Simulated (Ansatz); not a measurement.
# C₆H₁₄Si: small, medium and large basis sets

One table from this session's results is given with a row withheld; the runs are named, their logs left out.

Method: one geometry, several basis sets; program: Ansatz 0.2.0, Gaussian basis.

Plan: PBE0-D4/def2-SVP; ωB97M-V/def2-SVP; PBE0-D4/def2-QZVPP; ωB97M-V/def2-QZVPP; the functionals' def2-TZVPP values are taken from earlier runs.

1 further run of the same task is left out (it didn't finish).

### The relaxed structure

The geometry comes from an earlier relaxation with PBE0-D4 in a triple-zeta def2 set; it is a stationary point, not always the lowest conformer.

SMILES `CC(C)[Si]C(C)C`, 21 atoms, charge 0, spin multiplicity 1.

Atoms are counted from 1 here; the program's logs count them from 0.

Bond lengths: C1–C2 1.536 Å, C1–H8 1.092 Å, C1–H9 1.098 Å, C1–H10 1.095 Å, C2–C3 1.524 Å, C2–Si4 1.910 Å, C2–H11 1.095 Å, C3–H12 1.095 Å, C3–H13 1.093 Å, C3–H14 1.096 Å, Si4–C5 1.914 Å, C5–C6 1.528 Å, C5–C7 1.523 Å, C5–H15 1.110 Å, C6–H16 1.095 Å, C6–H17 1.095 Å, C6–H18 1.093 Å, C7–H19 1.092 Å and more. Angles: C2–C1–H8 112.4°, C2–C1–H9 111.9°, C2–C1–H10 110.6°, H8–C1–H9 107.6°, H8–C1–H10 107.8°, H9–C1–H10 106.3°, C1–C2–C3 111.0°, C1–C2–Si4 103.9°, C1–C2–H11 108.6°, C3–C2–Si4 112.2°, C3–C2–H11 109.5°, Si4–C2–H11 111.6°, C2–C3–H12 111.2°, C2–C3–H13 111.9°, C2–C3–H14 111.3°, H12–C3–H13 107.1°, H12–C3–H14 107.5°, H13–C3–H14 107.6° and more.

The first run:

File in.yaml:

```yaml
crystal:
  periodic: [false, false, false]
  atoms:
    - {symbol: C, position_ang: [1.871226, -0.734186, 0.581773]}
    - {symbol: C, position_ang: [0.908363, -0.981762, -0.588485]}
    - {symbol: C, position_ang: [1.219434, -2.303363, -1.279682]}
    - {symbol: Si, position_ang: [-0.817248, -0.985204, 0.230284]}
    - {symbol: C, position_ang: [-1.089145, 0.870343, 0.613154]}
    - {symbol: C, position_ang: [-2.553186, 1.155688, 0.942569]}
    - {symbol: C, position_ang: [-0.515728, 1.921728, -0.328449]}
    - {symbol: H, position_ang: [1.806787, 0.286941, 0.964526]}
    - {symbol: H, position_ang: [1.680451, -1.415996, 1.421423]}
    - {symbol: H, position_ang: [2.906827, -0.910905, 0.271747]}
    - {symbol: H, position_ang: [1.012590, -0.160959, -1.306386]}
    - {symbol: H, position_ang: [1.103406, -3.146606, -0.591228]}
    - {symbol: H, position_ang: [0.553143, -2.486453, -2.126824]}
    - {symbol: H, position_ang: [2.248516, -2.324182, -1.655795]}
    - {symbol: H, position_ang: [-0.525742, 0.918863, 1.567733]}
    - {symbol: H, position_ang: [-3.169265, 1.128876, 0.038324]}
    - {symbol: H, position_ang: [-2.677730, 2.147654, 1.389455]}
    - {symbol: H, position_ang: [-2.965961, 0.418236, 1.635949]}
    - {symbol: H, position_ang: [0.561328, 1.814600, -0.469336]}
    - {symbol: H, position_ang: [-0.698440, 2.932843, 0.051971]}
    - {symbol: H, position_ang: [-0.984123, 1.864344, -1.316019]}
basis:
  gaussian: {orbitals: def2-SVP}
hamiltonian: {xc: pbe0, dispersion: d4}
output: {orbitals: {seedname: orbitals}}
```

Command:

```bash
$ ansatz run in.yaml --threads 2 --pin off --events-out ev --progress --plain --max-ram 20480MiB --backend cpu
```

Among the steps run: PBE0-D4 in def2-SVP; ωB97M-V in def2-SVP; PBE0-D4 in def2-QZVPP; ωB97M-V in def2-QZVPP.

One table of the session follows, with a row left open; its other results are not shown here.

It belongs to the step «Density functionals: the series». 

```
functional       basis  HOMO (eV)  LUMO (eV)
   PBE0-D4    def2-SVP      -5.69      -1.99
   PBE0-D4  def2-TZVPP          ?          ?
   PBE0-D4  def2-QZVPP      -5.76      -2.09
   ωB97M-V    def2-SVP      -7.77       0.00
   ωB97M-V  def2-TZVPP      -7.83      -0.15
   ωB97M-V  def2-QZVPP      -7.85      -0.23
```

Q: Estimate the row for PBE0-D4, def2-TZVPP from the others.

**Answer.** HOMO (eV): -5.74; LUMO (eV): -2.05. In the column «HOMO (eV)» it lies between PBE0-D4, def2-QZVPP (-5.76) and PBE0-D4, def2-SVP (-5.69).
